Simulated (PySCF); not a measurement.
# From one method to the next for AsBr (triplet)

What do other methods print for AsBr (triplet)?

Program: PySCF 2.14.0. Level of theory: each script names its method and basis. These are calculated values, not measurements.

6 further runs of the same task are left out: 6 that didn't finish.

**1. Starting geometry**

AsBr (triplet): 2 atoms, charge 0, spin multiplicity 3.

Bond lengths: As1–Br2 2.290 Å.

**2. The base run**

Input file input.py:

```python
from pyscf import gto, scf, mcscf

mol = gto.M(
    atom='As 0 0 0; Br 0 0 2.29',
    basis='cc-pvdz',
    charge=0,
    spin=2,
    symmetry=True,
    verbose=4,
)
mf = scf.ROHF(mol)
mf.kernel()
mc = mcscf.CASCI(mf, 5, 6)
mc.kernel()
mc.analyze()
mf.dip_moment()
print('orbital energies (hartree):', mf.mo_energy[..., max(0, mol.nelec[1]-3):mol.nelec[0]+3].round(4))
```

Started as:

```
OMP_NUM_THREADS=1 python input.py
```

**3. SCF alone**

Run 1 changes step after the SCF: casci → none.

Edit input.py of step 2 so:

```diff
@@ -1,2 +1,2 @@
-from pyscf import gto, scf, mcscf
+from pyscf import gto, scf
 
@@ -12,5 +12,2 @@
 mf.kernel()
-mc = mcscf.CASCI(mf, 5, 6)
-mc.kernel()
-mc.analyze()
 mf.dip_moment()
```

**4. MP2 (UHF)**

Run 2 changes step after the SCF: casci → mp2; SCF type: ROHF → UHF.

Input file input.py:

```python
from pyscf import gto, scf, mp

mol = gto.M(
    atom='As 0 0 0; Br 0 0 2.29',
    basis='cc-pvdz',
    charge=0,
    spin=2,
    symmetry=True,
    verbose=4,
)
mf = scf.UHF(mol)
mf.kernel()
mp.MP2(mf).kernel()
mf.dip_moment()
print('orbital energies (hartree):', [e[max(0, n-3):n+3].round(4) for e, n in zip(mf.mo_energy, mol.nelec)])
```

**5. Geometry optimisation**

Run 3 changes step after the SCF: casci → optimize.

Input file input.py:

```python
from pyscf import gto, scf
from pyscf.geomopt.geometric_solver import optimize

mol = gto.M(
    atom='As 0 0 0; Br 0 0 2.29',
    basis='cc-pvdz',
    charge=0,
    spin=2,
    symmetry=True,
    verbose=4,
)
mf = scf.ROHF(mol)
mf.kernel()
mol_eq = optimize(mf, maxsteps=30)
print('optimised geometry (angstrom)')
print(mol_eq.tostring('raw'))
print('orbital energies (hartree):', mf.mo_energy[..., max(0, mol.nelec[1]-3):mol.nelec[0]+3].round(4))
```

**6. MP2 (UHF)**

Run 4 changes step after the SCF: casci → mp2; SCF type: ROHF → UHF; frozen orbitals: none → 18.

Input file input.py:

```python
from pyscf import gto, scf, mp

mol = gto.M(
    atom='As 0 0 0; Br 0 0 2.29',
    basis='cc-pvdz',
    charge=0,
    spin=2,
    symmetry=True,
    verbose=4,
)
mf = scf.UHF(mol)
mf.kernel()
mp.MP2(mf, frozen=18).kernel()
mf.dip_moment()
print('orbital energies (hartree):', [e[max(0, n-3):n+3].round(4) for e, n in zip(mf.mo_energy, mol.nelec)])
```

**7. Gradient**

Run 5 changes step after the SCF: casci → gradient.

Edit input.py of step 2 so:

```diff
@@ -1,2 +1,2 @@
-from pyscf import gto, scf, mcscf
+from pyscf import gto, scf
 
@@ -12,5 +12,3 @@
 mf.kernel()
-mc = mcscf.CASCI(mf, 5, 6)
-mc.kernel()
-mc.analyze()
+mf.nuc_grad_method().kernel()
 mf.dip_moment()
```

**8. Blyp (ROKS)**

Run 6 changes functional: none (Hartree–Fock) → blyp; SCF type: ROHF → ROKS; step after the SCF: casci → analyze.

Input file input.py:

```python
from pyscf import gto, dft

mol = gto.M(
    atom='As 0 0 0; Br 0 0 2.29',
    basis='cc-pvdz',
    charge=0,
    spin=2,
    symmetry=True,
    verbose=4,
)
mf = dft.ROKS(mol, xc='blyp')
mf.kernel()
mf.analyze()
print('orbital energies (hartree):', mf.mo_energy[..., max(0, mol.nelec[1]-3):mol.nelec[0]+3].round(4))
```

Before running it: what results should come out? Wanted: for each run, E(SCF); from base; gap, α spin; SCF dipole; after the SCF.

**Answer**, as computed:

```tsv
run	E(SCF) (hartree)	from base (eV)	cycles	gap, α spin (eV)	SCF dipole (D)	after the SCF
base	-4806.575237	0	9	n/a	1.67	CASCI correlation -0.015 eV
SCF alone	-4806.575237	0.0000	9	n/a	1.67	n/a
MP2 (UHF)	-4806.580473	-0.1425	11	11.57	1.64	MP2 correlation -6.163 eV
geometry optimisation	-4806.575237	0.0000	9	n/a	n/a	bond 2.336 Å, -0.015 eV
MP2 (UHF)	-4806.580473	-0.1425	11	11.57	1.64	MP2 correlation -5.700 eV, core frozen
gradient	-4806.575237	0.0000	9	n/a	1.67	n/a
blyp (ROKS)	-4810.044210	not comparable	8	n/a	0.73	n/a
```

SCF columns refer to the geometry typed in the script.

In words: Total energies of different functionals can't be compared with each other; differences within one functional can. The dearest run is “geometry optimisation”, at 15 s against 1.6 s.
